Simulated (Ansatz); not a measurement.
LaBi3, space group Pm-3m, a test of the smearing width

With Ansatz 0.2.0 through its Python package.

Notebook, run cell by cell (the value of a cell's last expression is shown):

**Cell 1**
```python
from dataclasses import dataclass
import warnings

import ansatz as az
import pandas as pd
```

**Cell 2**
```python
@dataclass(frozen=True)
class RunConfig:
    xc: str = 'PBEsol'
    cutoff: int = 510
    kspacing: float = 0.29
```

**Cell 3**
```python
cfg = RunConfig()
```

**Cell 4**
```python
warnings.simplefilter('ignore', az.DeckWarning)
```

**Cell 5**
```python
cell = (
    az.Lattice.cubic(5.01176)
    .space_group(221)
    .atom('La', (0.0, 0.0, 0.0))
    .atom('Bi', (0.5, 0.0, 0.5))
)
```

**Cell 6**
```python
model = (
    cell.calculation()
    .functional(cfg.xc)
    .basis(cfg.cutoff)  # plane waves up to this kinetic energy
    .kpoints(spacing=cfg.kspacing)
)

rows = []
for value in [0.5, 0.3, 0.2, 0.1]:
    data = model.occupations('gaussian', width=value).run().report
    rows.append((value, data['free_energy_ev'] / len(data['lattice']['sites']), data['n_iterations'], data['n_kpoints']))
```

**Cell 7**
```python
table = pd.DataFrame(rows, columns=['width (eV)', 'F/atom (eV)', 'iterations', 'k-points'])
table.round(5)
```
Output:
```text
   width (eV)  F/atom (eV)  iterations  k-points
0         0.5 -10722.45903           7        10
1         0.3 -10722.43723           7        10
2         0.2 -10722.42996           7        10
3         0.1 -10722.42412           6        10
```

**Cell 8**
```python
# differences from the last row
for row in rows[:-1]:
    shift = 1000 * (row[1] - rows[-1][1])
    print(f'{row[0]}: {shift:+.2f} meV/atom' + ('  (within 5 meV)' if abs(shift) < 5 else ''))
```
Output:
```text
0.5: -34.91 meV/atom
0.3: -13.11 meV/atom
0.2: -5.84 meV/atom
```

Going from 0.1 to 0.5 eV changes F by -34.9 meV an atom. With this scheme F falls roughly as the square of the width; the report's estimate for zero width (energy_sigma0_ev) moves by only -3.2 meV.

What to keep in mind:
- The free energy holds a sizeable smearing term, which stands for no physical temperature.
- The narrowest width needs the finest mesh, so the last row is no converged reference.
- Spin-orbit coupling, which matters for elements this heavy, is left out.
- The structure comes from a database of computed cells and needn't be a stable or known phase.
- Run time: 21 s on 1 thread of Arm Neoverse N1 (shared host), peak memory 0.5 GiB.

(Lines on the test bed's own set-up are left out of the output.)
